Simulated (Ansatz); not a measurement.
# Lu2ReP: the cost of one run

Method: DFT PBE, scalar-relativistic, plane waves, PAW, in Ansatz 0.2.0.

**1. The structure to begin with**

The structure is hexagonal, space group P6/mmm (No. 191). Conventional cell: a = 4.614 Å, b = 4.614 Å, c = 5.532 Å, α = 90.00°, β = 90.00°, γ = 120.00°. Around Lu (site symmetry -6m2) lie 3 P at 2.66 Å and 3 Lu at 2.66 Å. Around Re (site symmetry 6/mmm) lie 2 P at 2.77 Å. Around P (site symmetry 6/mmm) lie 6 Lu at 2.66 Å and 2 Re at 2.77 Å.

Coordinates:

```xyz
4
Lattice="4.6138 0.0000 0.0000 -2.3069 3.9957 0.0000 0.0000 0.0000 5.5323" Properties=species:S:1:pos:R:3 pbc="T T T"
Lu    0.0000    2.6638    0.0000
Lu    2.3069    1.3319    0.0000
Re    0.0000    0.0000    2.7662
P     0.0000    0.0000    0.0000
```

Recipe of the guess: random cell by space group and Wyckoff sites (P6/mmm, No. 191). The dimensions are guesses.

**2. The guess as it stands, on a coarse mesh**

input.yaml

```yaml
crystal:
  lattice:
    - [4.61381745, 0.0, 0.0]
    - [-2.30690872, 3.99568312, 0.0]
    - [0.0, 0.0, 5.53232906]
  atoms:
    - { symbol: Lu, position: [0.33333333, 0.66666667, 0.0] }
    - { symbol: Lu, position: [0.66666667, 0.33333333, 0.0] }
    - { symbol: Re, position: [0.0, 0.0, 0.5] }
    - { symbol: P, position: [0.0, 0.0, 0.0] }
basis:
  ecutwfc: 420
kpoints:
  mp_grid: { grid: [6, 6, 4] }
hamiltonian:
  xc: pbe
scf:
  occupations: { method: gaussian, width: 0.1 }
  lower_state_search: "off"
output:
  forces: true
  stress: true
  eigenvalues: true
```

On the command line:

```console
$ ansatz run input.yaml --threads 1 --pin off --max-ram 2560MiB --backend cpu --events-out ev --progress --plain --runs-dir out
```

**Question.** How long does this run take on 1 thread of Arm Neoverse V2, shared host, and how much memory does it need?

About 6.5 s, with a peak of 0.4 GiB.
